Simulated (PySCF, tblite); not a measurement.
# Si₂₉H₃₂S: electronic excitations, NMR shifts, part 2 of 2

tblite 0.8.0 and PySCF 2.14.0. Atoms count from 0. Earlier steps stand in the parts before.

### 4 NMR shifts: GIAO KT3/pcSseg-1

What the job is given:

```
{"job": {"kind": "nmr", "xc": "KT3", "basis": "pcSseg-1", "pop": false}, "charge": 0, "multiplicity": 1}
Si    -1.868690    -1.689285     1.347653
Si     0.779041    -4.474149     1.344989
Si     0.861262    -1.799465    -1.441801
Si    -0.577512    -3.063228    -2.788612
Si    -1.956013    -1.763301    -4.148381
Si     0.704277    -1.730336     4.093525
Si    -0.555513    -3.106135     2.667967
Si    -0.606166     5.127796     0.003242
Si    -1.896236     3.775678     1.391445
Si     0.825676     1.022581     1.373407
Si    -1.973342     0.969350    -1.434338
Si     0.719344     3.761160    -1.346725
Si    -0.525486     2.330636    -2.729230
Si    -0.522084    -0.380392    -0.071750
Si    -3.294964    -0.425181    -2.781070
Si    -3.158115     2.322616     0.064172
Si     0.716378     0.950517    -4.166490
Si    -0.629374    -0.411571    -5.511755
Si    -1.926953     0.993893     4.109816
Si    -0.591095     2.364457     2.743368
Si    -0.623426    -0.384859     5.456418
Si    -3.206459    -0.287103     2.635379
Si     3.548399    -1.709677     1.317473
Si     2.158438    -3.119098     0.040724
Si     3.543625     0.958974    -1.360204
Si     4.919173    -0.370496    -0.015816
Si     2.139545    -0.296223    -2.763586
Si     2.127936     2.349832    -0.097169
Si     2.119825    -0.459628     2.706589
S     -4.355381     1.009108     1.327919
H     -2.691570    -2.514046     0.439417
H     -0.035581    -5.346109     0.486399
H      1.550650    -5.421587     2.162554
H     -1.382329    -3.895752    -1.879797
H      0.179987    -4.049744    -3.571015
H     -2.808836    -2.622678    -4.997608
H      1.542745    -2.612622     4.930460
H     -1.436885    -3.933408     3.516431
H      0.213583     6.017835     0.835876
H     -1.418631     6.060437    -0.791334
H     -2.774564     4.609990     2.238452
H      1.566387     4.604703    -2.217392
H     -1.392114     3.182193    -3.569365
H     -4.148970    -1.243785    -1.912848
H     -4.239085     0.370850    -3.579774
H     -4.283938     3.002025    -0.580883
H      1.557726     1.816214    -5.020660
H      0.184911    -1.227429    -6.424769
H     -1.453894     0.388578    -6.429177
H     -2.804296     1.837704     4.944106
H      0.307326     3.184583     3.584306
H     -1.425963    -1.176261     6.400681
H      0.204464     0.458867     6.326941
H     -4.349997    -0.935730     3.277835
H      4.394070    -2.565940     2.177538
H      3.035599    -3.964838    -0.796913
H      4.395064     1.816672    -2.212628
H      5.846398    -1.182817    -0.820491
H      5.830268     0.439233     0.808980
H      3.009050    -1.129523    -3.620194
H      2.980258     3.195816     0.764566
H      2.966128     0.391306     3.569284
```

Method: GIAO KT3/pcSseg-1 NMR shielding, non-relativistic, gas phase.

The log of the run:

```text
start: PBE on a coarse grid of 63954 points
cycle   1  E = -8808.2629946731  dE =  2.257e+00  |g| = 4.894e-01  |ddm| = 8.787e+00
cycle   2  E = -8808.1822434896  dE =  8.075e-02  |g| = 6.677e-01  |ddm| = 2.524e+00
cycle   3  E = -8808.2941008177  dE = -1.119e-01  |g| = 3.021e-01  |ddm| = 2.531e+00
cycle   4  E = -8808.3222403185  dE = -2.814e-02  |g| = 1.141e-01  |ddm| = 9.445e-01
cycle   5  E = -8808.3266657001  dE = -4.425e-03  |g| = 3.226e-02  |ddm| = 3.331e-01
cycle   6  E = -8808.3269327558  dE = -2.671e-04  |g| = 1.788e-02  |ddm| = 1.111e-01
cycle   7  E = -8808.3270530226  dE = -1.203e-04  |g| = 3.999e-03  |ddm| = 4.846e-02
final grid: 471468 points
cycle   8  E = -8883.1178013818  dE = -1.607e-01  |g| = 6.618e-01  |ddm| = 1.874e+00
cycle   9  E = -8883.1325050114  dE = -1.470e-02  |g| = 3.207e-01  |ddm| = 1.006e+00
cycle  10  E = -8883.1372609667  dE = -4.756e-03  |g| = 1.074e-01  |ddm| = 6.468e-01
cycle  11  E = -8883.1415481869  dE = -4.287e-03  |g| = 1.656e-02  |ddm| = 3.000e-01
cycle  12  E = -8883.1416387262  dE = -9.054e-05  |g| = 7.228e-03  |ddm| = 5.400e-02
cycle  13  E = -8883.1416605190  dE = -2.179e-05  |g| = 2.403e-03  |ddm| = 2.298e-02
cycle  14  E = -8883.1416635510  dE = -3.032e-06  |g| = 9.019e-04  |ddm| = 7.266e-03
cycle  15  E = -8883.1416612733  dE =  2.278e-06  |g| = 4.725e-04  |ddm| = 2.939e-03
cycle  16  E = -8883.1416633722  dE = -2.099e-06  |g| = 1.145e-04  |ddm| = 1.370e-03
cycle  17  E = -8883.1416613987  dE =  1.973e-06  |g| = 2.761e-05  |ddm| = 3.249e-04
converged SCF energy = -8883.1416613987

GIAO shielding tensors (ppm)
atom      isotropic    diamagn.    paramagn.     s11        s22        s33       span
  0 Si     471.399     880.952    -409.553    455.541    468.211    490.446     34.905
  1 Si     464.945     882.425    -417.479    441.747    465.509    487.580     45.834
  2 Si     456.738     879.285    -422.547    444.694    450.925    474.594     29.900
  3 Si     462.700     882.819    -420.119    441.029    456.953    490.119     49.089
  4 Si     480.852     883.327    -402.475    469.444    479.017    494.096     24.652
  5 Si     471.824     882.339    -410.516    459.022    474.300    482.149     23.126
  6 Si     476.737     882.267    -405.529    469.879    474.653    485.680     15.800
  7 Si     460.461     882.788    -422.327    439.898    454.360    487.126     47.227
  8 Si     470.363     882.765    -412.403    449.257    464.575    497.256     48.000
  9 Si     453.137     876.780    -423.643    441.237    452.782    465.390     24.152
 10 Si     466.594     879.765    -413.171    445.554    467.286    486.942     41.388
 11 Si     468.410     881.704    -413.293    452.368    474.397    478.466     26.097
 12 Si     466.386     880.556    -414.171    448.538    468.787    481.832     33.294
 13 Si     450.411     875.249    -424.838    423.420    459.521    468.291     44.871
 14 Si     461.621     882.508    -420.887    440.661    459.787    484.416     43.755
 15 Si     404.205     879.855    -475.650    352.185    418.511    441.919     89.735
 16 Si     466.526     882.223    -415.697    452.866    469.865    476.846     23.980
 17 Si     461.522     882.799    -421.276    439.558    459.685    485.324     45.766
 18 Si     472.423     882.886    -410.463    458.185    464.559    494.525     36.340
 19 Si     452.139     880.886    -428.747    427.925    446.271    482.223     54.299
 20 Si     461.719     882.928    -421.209    442.983    457.190    484.983     42.000
 21 Si     406.911     880.850    -473.939    348.295    420.362    452.076    103.781
 22 Si     468.674     881.742    -413.068    455.498    473.048    477.475     21.977
 23 Si     462.368     881.046    -418.678    449.115    458.363    479.625     30.511
 24 Si     467.942     881.407    -413.466    452.067    473.455    478.303     26.236
 25 Si     458.554     882.513    -423.959    429.370    463.018    483.274     53.904
 26 Si     459.369     880.226    -420.857    439.703    461.205    477.199     37.496
 27 Si     456.875     879.746    -422.871    436.476    459.544    474.604     38.128
 28 Si     453.232     880.351    -427.119    431.170    455.106    473.420     42.250
 29 S      691.070    1061.114    -370.044    582.245    687.897    803.068    220.822
 30 H       27.036      31.896      -4.860     24.025     25.608     31.475      7.450
 31 H       27.617      30.184      -2.568     23.574     26.167     33.109      9.535
 32 H       27.855      30.300      -2.445     23.868     24.442     35.255     11.387
 33 H       27.461      31.024      -3.563     23.575     27.063     31.745      8.170
 34 H       27.886      31.088      -3.201     23.357     25.812     34.489     11.132
 35 H       27.748      30.040      -2.292     23.394     23.754     36.097     12.703
 36 H       27.769      31.309      -3.540     23.192     25.115     35.000     11.808
 37 H       27.867      31.541      -3.674     23.569     24.891     35.142     11.573
 38 H       27.747      30.320      -2.573     24.402     24.479     34.358      9.955
 39 H       27.809      30.279      -2.471     24.115     24.500     34.810     10.694
 40 H       27.498      31.637      -4.139     22.740     24.934     34.819     12.079
 41 H       27.665      31.050      -3.385     23.211     25.091     34.694     11.484
 42 H       27.691      32.455      -4.764     23.608     25.545     33.920     10.312
 43 H       27.179      30.258      -3.079     23.336     26.616     31.586      8.249
 44 H       27.805      30.912      -3.107     23.363     25.344     34.707     11.345
 45 H       26.508      30.961      -4.453     22.774     24.582     32.166      9.392
 46 H       27.551      31.121      -3.571     23.054     24.991     34.607     11.553
 47 H       27.746      29.973      -2.228     24.158     24.556     34.524     10.365
 48 H       27.772      30.022      -2.250     24.116     24.527     34.674     10.558
 49 H       27.583      31.544      -3.960     22.808     25.023     34.918     12.110
 50 H       27.280      32.024      -4.744     23.823     25.005     33.011      9.189
 51 H       27.872      30.181      -2.309     24.008     24.473     35.136     11.128
 52 H       27.787      30.273      -2.486     24.487     24.615     34.260      9.773
 53 H       26.392      30.573      -4.181     21.777     24.794     32.605     10.828
 54 H       27.658      31.197      -3.539     23.112     24.937     34.925     11.813
 55 H       27.616      31.420      -3.804     24.087     24.489     34.272     10.185
 56 H       27.615      30.949      -3.333     23.164     24.993     34.689     11.525
 57 H       27.695      30.133      -2.439     24.162     24.408     34.514     10.352
 58 H       27.671      30.077      -2.406     24.197     24.529     34.287     10.089
 59 H       27.461      32.147      -4.686     23.497     25.306     33.581     10.084
 60 H       27.427      31.749      -4.322     23.938     25.184     33.159      9.221
 61 H       27.396      31.904      -4.508     23.890     25.273     33.024      9.134
```

Run time: 58 s. Hardware: 4 threads of Arm Neoverse V2, shared host; peak memory 2.6 GiB.

The references, computed at this level on geometries of the same kind, shield at (ppm): $^{1}$H TMS 31.76, $^{29}$Si TMS 361.7. Their shielding less the atom's gives the shift. The references are single molecules in the gas phase.

```tsv
atoms	environment	σ (ppm)	δ (ppm)
H53	hydrogen on a silicon bonded to S, 2 Si	26.39	5.37
H45	hydrogen on a silicon bonded to S, 2 Si	26.51	5.25
H30	hydrogen on a silicon bonded to 3 Si	27.04	4.72
H43	hydrogen on a silicon bonded to 2 Si	27.18	4.58
H50	hydrogen on a silicon bonded to 3 Si	27.28	4.48
H61	hydrogen on a silicon bonded to 3 Si	27.40	4.36
H60	hydrogen on a silicon bonded to 3 Si	27.43	4.33
H33	hydrogen on a silicon bonded to 2 Si	27.46	4.30
H59	hydrogen on a silicon bonded to 3 Si	27.46	4.30
H40	hydrogen on a silicon bonded to 3 Si	27.50	4.26
H46	hydrogen on a silicon bonded to 3 Si	27.55	4.21
H49	hydrogen on a silicon bonded to 3 Si	27.58	4.18
H56	hydrogen on a silicon bonded to 3 Si	27.62	4.14
H55	hydrogen on a silicon bonded to 3 Si	27.62	4.14
H31	hydrogen on a silicon bonded to 2 Si	27.62	4.14
H54	hydrogen on a silicon bonded to 3 Si	27.66	4.10
H41	hydrogen on a silicon bonded to 3 Si	27.67	4.09
H58	hydrogen on a silicon bonded to 2 Si	27.67	4.09
H42	hydrogen on a silicon bonded to 3 Si	27.69	4.07
H57	hydrogen on a silicon bonded to 2 Si	27.69	4.07
H47	hydrogen on a silicon bonded to 2 Si	27.75	4.01
H38	hydrogen on a silicon bonded to 2 Si	27.75	4.01
H35	hydrogen on a silicon bonded to 3 Si	27.75	4.01
H36	hydrogen on a silicon bonded to 3 Si	27.77	3.99
H48	hydrogen on a silicon bonded to 2 Si	27.77	3.99
H52	hydrogen on a silicon bonded to 2 Si	27.79	3.97
H44	hydrogen on a silicon bonded to 2 Si	27.80	3.96
H39	hydrogen on a silicon bonded to 2 Si	27.81	3.95
H32	hydrogen on a silicon bonded to 2 Si	27.85	3.91
H37	hydrogen on a silicon bonded to 3 Si	27.87	3.89
H51	hydrogen on a silicon bonded to 2 Si	27.87	3.89
H34	hydrogen on a silicon bonded to 2 Si	27.89	3.87
Si15	silicon bonded to S, 2 Si, H	404.2	-42.5
Si21	silicon bonded to S, 2 Si, H	406.9	-45.2
Si13	silicon bonded to 4 Si	450.4	-88.7
Si19	silicon bonded to 3 Si, H	452.1	-90.5
Si9	silicon bonded to 4 Si	453.1	-91.5
Si28	silicon bonded to 3 Si, H	453.2	-91.6
Si2	silicon bonded to 4 Si	456.7	-95.1
Si27	silicon bonded to 3 Si, H	456.9	-95.2
```

Ring of atoms Si0, Si1, Si2, Si6, Si13, Si23: NICS(0) -1.4, NICS(1) -1.1, NICS(1)zz 3.2 ppm (means of both faces).

Ring of atoms Si0, Si5, Si6, Si9, Si13, Si28: NICS(0) -1.3, NICS(1) -1.1, NICS(1)zz 0.6 ppm (means of both faces).

Ring of atoms Si0, Si5, Si6, Si18, Si20, Si21: NICS(0) -1.6, NICS(1) -1.5, NICS(1)zz 1.5 ppm (means of both faces).

### 5 Summary of results

This closing draws on all 2 parts.

```
                                   quantity                                                                                                            value
              lowest singlet (B3LYP/6-31G*)                                                                                      3.76 eV (330 nm), f = 0.001
   brightest single state of those computed                                                                                      state 3, 4.10 eV, f = 0.003
                             lowest triplet                                                                                                          3.57 eV
          vertical ionisation energy (ΔSCF)                                                                                                          7.30 eV
  $^{1}$H shifts against TMS (KT3/pcSseg-1)                  5.37, 5.25, 4.72, 4.58, 4.48, 4.36, 4.33, 4.30, 4.30, 4.26, 4.21, 4.18, 4.14, 4.14 ppm and more
$^{29}$Si shifts against TMS (KT3/pcSseg-1)  -42.5, -45.2, -88.7, -90.5, -91.5, -91.6, -95.1, -95.2, -96.9, -97.7, -98.8, -99.9, -100.0, -100.0 ppm and more
             shieldings of S (KT3/pcSseg-1)                                                                                                    S29 691.1 ppm
```

In words: The lowest singlet, at 3.76 eV, is HOMO→LUMO 0.94 and is weak; of the 6 states computed, the strongest absorption comes from states 3 to 4 together at 4.10 eV. The lowest triplet lies 0.18 eV below the lowest singlet. ΔSCF puts the ionisation energy at 7.30 eV, 1.13 eV above −ε(HOMO). At KT3/pcSseg-1: The largest span, 221 ppm, is at S29, where the paramagnetic term is -370 ppm.
